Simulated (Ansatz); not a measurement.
# CH₄S₂Si: one species, many methods

One table from this session's results is given with a row withheld; the runs are named, their logs left out.

Program: Ansatz 0.2.0, Gaussian basis. Level of theory: functionals in def2-TZVPP, the program's frozen cores in correlated methods. These are calculated values, not measurements.

Plan: PBE-D4, r2SCAN-D4, PBE0-D4, B3LYP-D4, ωB97X-V, ωB97M-V, B2PLYP; CCSD(T)/def2-TZVPP; CCSD(T)/def2-QZVPP; extrapolation to the limit.

### The geometry

All runs share one geometry, relaxed beforehand with PBE0-D4 in a triple-zeta def2 set.

8 atoms, charge 0, spin multiplicity 1.

Atoms are counted from 1 here; the program's logs count them from 0.

Bond lengths: C1–S2 1.814 Å, C1–H5 1.089 Å, C1–H6 1.089 Å, C1–H7 1.091 Å, S2–Si3 2.120 Å, Si3–S4 2.149 Å, S4–H8 1.346 Å. Angles: S2–C1–H5 109.0°, S2–C1–H6 109.0°, S2–C1–H7 110.6°, H5–C1–H6 109.5°, H5–C1–H7 109.4°, H6–C1–H7 109.4°, C1–S2–Si3 101.3°, S2–Si3–S4 98.5°, Si3–S4–H8 100.5°.

Set-up of the first run:

Input file in.yaml:

```yaml
crystal:
  periodic: [false, false, false]
  atoms:
    - {symbol: C, position_ang: [0.544781, 1.373098, 0.604596]}
    - {symbol: S, position_ang: [-0.320620, -0.220655, 0.546499]}
    - {symbol: Si, position_ang: [0.063497, -0.828487, -1.447575]}
    - {symbol: S, position_ang: [-0.989113, -2.701420, -1.416603]}
    - {symbol: H, position_ang: [-0.172985, 2.157598, 0.840499]}
    - {symbol: H, position_ang: [1.308871, 1.333131, 1.379758]}
    - {symbol: H, position_ang: [1.015020, 1.589686, -0.355885]}
    - {symbol: H, position_ang: [-1.449440, -2.702960, -0.151278]}
basis:
  gaussian: {orbitals: def2-TZVPP}
hamiltonian: {xc: pbe, dispersion: d4}
output: {forces: true, orbitals: {seedname: orbitals}}
```

Launch:

```sh
$ ansatz run in.yaml --threads 2 --pin off --events-out ev --progress --plain --max-ram 32768MiB --backend cpu
```

Steps of the session up to this table: PBE-D4 (GGA); r2SCAN-D4 (meta-GGA); PBE0-D4 (hybrid); B3LYP-D4 (hybrid); ωB97X-V (range-separated); ωB97M-V (range-separated); B2PLYP (double hybrid); CCSD(T) in def2-TZVPP; CCSD(T) in def2-QZVPP.

One of the session's tables, all rows but one given; the rest of the session is left out.

| method | atomisation energy (kJ/mol) |
| --- | --- |
| PBE-D4 | 2738.4 |
| r2SCAN-D4 | 2691.9 |
| PBE0-D4 | 2688.5 |
| B3LYP-D4 | 2670.6 |
| ωB97X-V | 2690.0 |
| ωB97M-V | 2702.4 |
| B2PLYP | ? |
| HF/def2-TZVPP | 1894.9 |
| MP2/def2-TZVPP | 2621.4 |
| CCSD/def2-TZVPP | 2536.2 |
| CCSD(T)/def2-TZVPP | 2588.8 |
| MP2/CBS | 2709.0 |
| CCSD(T)/CBS | 2678.2 |

Estimate the missing values for B2PLYP.

As computed: atomisation energy (kJ/mol): 2630.1. In the column «atomisation energy (kJ/mol)» it lies between MP2/def2-TZVPP (2621.4) and B3LYP-D4 (2670.6).

Caveats from the session: Free atoms (1 C, 2 S, 1 Si, 4 H) were run apart at each level; the atomisation energy is their sum less the molecule, without zero-point or spin-orbit terms.
